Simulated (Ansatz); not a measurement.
Relaxation of a periodic cell of 17 atoms, CoSi16 (host Si, host structure diamond, interstitial Co), to a largest force component of 0.03 eV/Å in at most 60 steps.

Method: DFT r2SCAN-D3(BJ), scalar-relativistic, plane waves, PAW (Ansatz 0.2.0). Settings: PAW set soft_1, cutoff 500 eV, k mesh 2x2x2, gaussian smearing 0.05 eV, spin collinear.

```xyz
17
Lattice="0.0000 5.4300 5.4300 5.4300 0.0000 5.4300 5.4300 5.4300 0.0000" Properties=species:S:1:pos:R:3
Si 0.000 0.000 0.000
Si 1.357 1.357 1.357
Si 2.715 2.715 0.000
Si 4.072 4.072 1.357
Si 2.715 0.000 2.715
Si 4.072 1.357 4.072
Si 5.430 2.715 2.715
Si 6.787 4.072 4.072
Si 0.000 2.715 2.715
Si 1.357 4.072 4.072
Si 2.715 5.430 2.715
Si 4.072 6.787 4.072
Si 2.715 2.715 5.430
Si 4.072 4.072 6.787
Si 5.430 5.430 5.430
Si 6.787 6.787 6.787
Co 6.143 6.107 8.851
```

Q: Where does it end, and by what steps?

A: The run converged. The force dipped under the threshold on the way, but the program's further checks kept it going. Limits of this set-up: coarse k mesh, a small cell, in which the defect meets its images. After 10 steps the energy has fallen by 0.303 eV; Si13 moved furthest, 0.16 Å.

| step | energy less start (eV) | largest force component (eV/Å) | accepted |
| --- | --- | --- | --- |
| 0 | 0.0000 | 1.307 | yes |
| 1 | -0.2210 | 0.532 | yes |
| 2 | -0.2804 | 0.133 | yes |
| 3 | -0.2903 | 0.148 | yes |
| 4 | -0.1425 | 0.579 | no |
| 5 | -0.2975 | 0.052 | yes |
| 6 | -0.2948 | 0.124 | no |
| 7 | -0.3016 | 0.035 | yes |
| 8 | -0.2906 | 0.143 | no |
| 9 | -0.3027 | 0.016 | yes |
| 10 | -0.3029 | 0.017 | yes |

```xyz
17
Lattice="0.0000 5.4300 5.4300 5.4300 0.0000 5.4300 5.4300 5.4300 0.0000" Properties=species:S:1:pos:R:3
Si -0.069 -0.054 0.081
Si 1.318 1.318 1.361
Si 2.635 2.629 -0.082
Si 3.970 3.953 1.323
Si 2.699 0.036 2.747
Si 4.029 1.354 4.135
Si 5.438 2.748 2.671
Si 6.756 4.086 4.047
Si 0.036 2.701 2.743
Si 1.354 4.039 4.119
Si 2.763 5.433 2.656
Si 4.092 6.751 4.044
Si 2.821 2.834 5.467
Si 4.156 4.158 6.873
Si 5.474 5.469 5.429
Si 6.860 6.841 6.710
Co 6.111 6.110 8.826
```

Whether the end is a true minimum wasn't checked by a vibrational analysis.

Time of the run: 9.4 min on 4 threads of Arm Neoverse V2 (shared host), peak memory 2.1 GiB.
